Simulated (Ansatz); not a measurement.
# C₂H₇NZn: up Jacob's ladder to CCSD(T)

The task here is to estimate one member of a computed series from the others.

Program: Ansatz 0.2.0, Gaussian basis. Level of theory: functionals in def2-TZVPP, the program's frozen cores in correlated methods. These are calculated values, not measurements.

The runs, in order: LDA (SPW92), PBE-D4, revPBE-D4, BLYP-D4, r2SCAN-D4, B97M-V, PBE0-D4, B3LYP-D4, r2SCANh-D4, r2SCAN0-D4, HSE06-D4, BHLYP-D4, CAM-B3LYP-D4, LC-ωPBE, ωB97X-V, ωB97M-V, B2PLYP, PBE-QIDH; CCSD(T)/def2-SVP; CCSD(T)/def2-TZVPP; MP2/def2-QZVPP; extrapolation to the limit; RPA on PBE.

### The geometry

All runs share one geometry, relaxed beforehand with PBE0-D4 in a triple-zeta def2 set.

SMILES `C[N](C)[ZnH]`, 11 atoms, charge 0, spin multiplicity 1.

Atoms are counted from 1 here; the program's logs count them from 0.

Bond lengths: C1–N2 1.437 Å, C1–H5 1.094 Å, C1–H6 1.103 Å, C1–H7 1.103 Å, N2–C3 1.437 Å, N2–Zn4 1.815 Å, C3–H8 1.103 Å, C3–H9 1.094 Å, C3–H10 1.103 Å, Zn4–H11 1.521 Å. Angles: N2–C1–H5 111.5°, N2–C1–H6 112.0°, N2–C1–H7 112.0°, H5–C1–H6 107.2°, H5–C1–H7 107.2°, H6–C1–H7 106.7°, C1–N2–C3 112.2°, C1–N2–Zn4 123.9°, C3–N2–Zn4 123.9°, N2–C3–H8 112.0°, N2–C3–H9 111.5°, N2–C3–H10 112.0°, H8–C3–H9 107.2°, H8–C3–H10 106.7°, H9–C3–H10 107.2°, N2–Zn4–H11 180.0°.

As a file:

| atom | x (Å) | y (Å) | z (Å) |
| --- | --- | --- | --- |
| C1 | -0.3269 | 1.1690 | -0.4956 |
| N2 | -0.1276 | -0.1899 | -0.0739 |
| C3 | 0.9645 | -0.3165 | 0.8511 |
| Zn4 | -1.1395 | -1.5850 | -0.6424 |
| H5 | -1.1601 | 1.2525 | -1.1990 |
| H6 | -0.5492 | 1.8362 | 0.3537 |
| H7 | 0.5651 | 1.5802 | -0.9967 |
| H8 | 0.8032 | 0.2804 | 1.7641 |
| H9 | 1.1063 | -1.3546 | 1.1645 |
| H10 | 1.9172 | 0.0248 | 0.4134 |
| H11 | -1.9875 | -2.7542 | -1.1189 |

The first run:

in.yaml

```yaml
crystal:
  periodic: [false, false, false]
  atoms:
    - {symbol: C, position_ang: [-0.326898, 1.169049, -0.495591]}
    - {symbol: N, position_ang: [-0.127564, -0.189925, -0.073908]}
    - {symbol: C, position_ang: [0.964503, -0.316503, 0.851147]}
    - {symbol: Zn, position_ang: [-1.139546, -1.584989, -0.642361]}
    - {symbol: H, position_ang: [-1.160121, 1.252510, -1.198985]}
    - {symbol: H, position_ang: [-0.549237, 1.836194, 0.353712]}
    - {symbol: H, position_ang: [0.565073, 1.580229, -0.996717]}
    - {symbol: H, position_ang: [0.803198, 0.280438, 1.764096]}
    - {symbol: H, position_ang: [1.106268, -1.354618, 1.164532]}
    - {symbol: H, position_ang: [1.917238, 0.024772, 0.413386]}
    - {symbol: H, position_ang: [-1.987516, -2.754158, -1.118910]}
basis:
  gaussian: {orbitals: def2-TZVPP}
hamiltonian: {xc: lda}
output: {orbitals: {seedname: orbitals}}
```

The run is started by

```console
> ansatz run in.yaml --threads 4 --pin off --events-out ev --progress --plain --max-ram 10444MiB
```

Among the steps run: LDA; PBE-D4 (GGA); revPBE-D4 (GGA); BLYP-D4 (GGA); r2SCAN-D4 (meta-GGA); B97M-V (meta-GGA); PBE0-D4 (hybrid); B3LYP-D4 (hybrid); r2SCANh-D4 (hybrid); r2SCAN0-D4 (hybrid); HSE06-D4 (hybrid); BHLYP-D4 (hybrid); CAM-B3LYP-D4 (range-separated); LC-ωPBE (range-separated); ωB97X-V (range-separated); ωB97M-V (range-separated); B2PLYP (double hybrid); PBE-QIDH (double hybrid).

One of the session's tables, all rows but one given; the rest of the session is left out.

It belongs to the step «Frontier levels by functional». 

```
  functional  HOMO (eV)  gap (eV)
 LDA (SPW92)      -4.66      3.35
      PBE-D4      -4.52      3.43
   revPBE-D4      -4.46      3.47
     BLYP-D4      -4.43      3.38
   r2SCAN-D4      -4.70      4.02
      B97M-V      -4.82      3.75
     PBE0-D4          ?         ?
    B3LYP-D4      -5.53      4.90
  r2SCANh-D4      -5.15      4.72
  r2SCAN0-D4      -5.84      5.76
    HSE06-D4      -5.30      4.59
    BHLYP-D4      -6.86      7.11
CAM-B3LYP-D4      -7.07      7.46
     LC-ωPBE      -8.37      9.88
     ωB97X-V      -8.05      9.40
     ωB97M-V      -7.99      8.98
```

Estimate the missing values for PBE0-D4.

The run gave: HOMO (eV): -5.70; gap (eV): 5.35. In the column «HOMO (eV)» it lies between r2SCAN0-D4 (-5.84) and B3LYP-D4 (-5.53).
